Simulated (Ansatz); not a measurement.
What does this script print? It uses Ansatz 0.2.0, Python API.

`tae.py`:
```python
'''Atomisation energy of BeSb at the given geometry.'''

from collections import Counter

import ansatz
from ase import Atoms


def total_energy(molecule, charge=0, unpaired=0):
    calc = molecule.calculation().basis(gaussian='def2-SVP').functional('HF')
    if charge:
        calc = calc.charge(charge)
    if unpaired:
        calc = calc.spin('collinear', total=unpaired)
    report = calc.run().report
    if report['published_state_doubts']:
        print('  doubts:', report['published_state_doubts'])
    return report['free_energy_ev']

atoms = Atoms(['Be', 'Sb'], positions=[
    (0.0, 0.0, 0.0),
    (0.0, 0.0, 2.325),
])
besb = ansatz.Crystal.molecule_from_ase(atoms)

# unpaired electrons of the ground-state atoms
unpaired = {'Be': 0, 'Sb': 3}
counts = Counter(site.symbol for site in besb.cartesian_sites)
atom_energy = {s: total_energy(ansatz.Crystal.molecule().atom(s, (0, 0, 0)), 0, unpaired[s]) for s in counts}
whole = total_energy(besb, 0, 1)
for s, e in atom_energy.items():
    print(f'{s:2s} x{counts[s]}  {e:14.5f} eV')
print(f'BeSb: {whole:.5f} eV')
split = sum(counts[s] * e for s, e in atom_energy.items()) - whole
print(f'atomisation energy (no zero-point term): {96.485332 * split:.1f} kJ/mol, {split / sum(counts.values()):.3f} eV an atom')
```

```console
$ python tae.py
Be x1      -396.02708 eV
Sb x1     -6510.95945 eV
BeSb: -6907.42318 eV
atomisation energy (no zero-point term): 42.1 kJ/mol, 0.218 eV an atom
```

42.1 kJ/mol from the electronic energies, without the zero-point term.

Reading the output:
- Total energies depend on the basis set; only differences at equal settings carry meaning.
- The geometry is a force-field or estimated start, not a minimum of this method, and the basis set is short of its limit. All parts are taken at fixed geometry, without zero-point energy.
- def2 sets replace the cores of elements past krypton by effective core potentials.
- The species is open-shell (spin multiplicity 2).
- The expectation value of S² is noticeably off S(S+1) in at least one run, so that state is spin-contaminated.
- Hartree-Fock leaves correlation out, so bond, atomisation and ionisation energies come out well too low.
- The spin-orbit lowering of heavy atoms is left out.
- The spin state was assumed, and another may lie lower.
- It ran for 1.4 s on 1 thread of Arm Neoverse V2 (shared host), peak memory 0.16 GiB.

(Lines on the test bed's own set-up are left out of the output.)
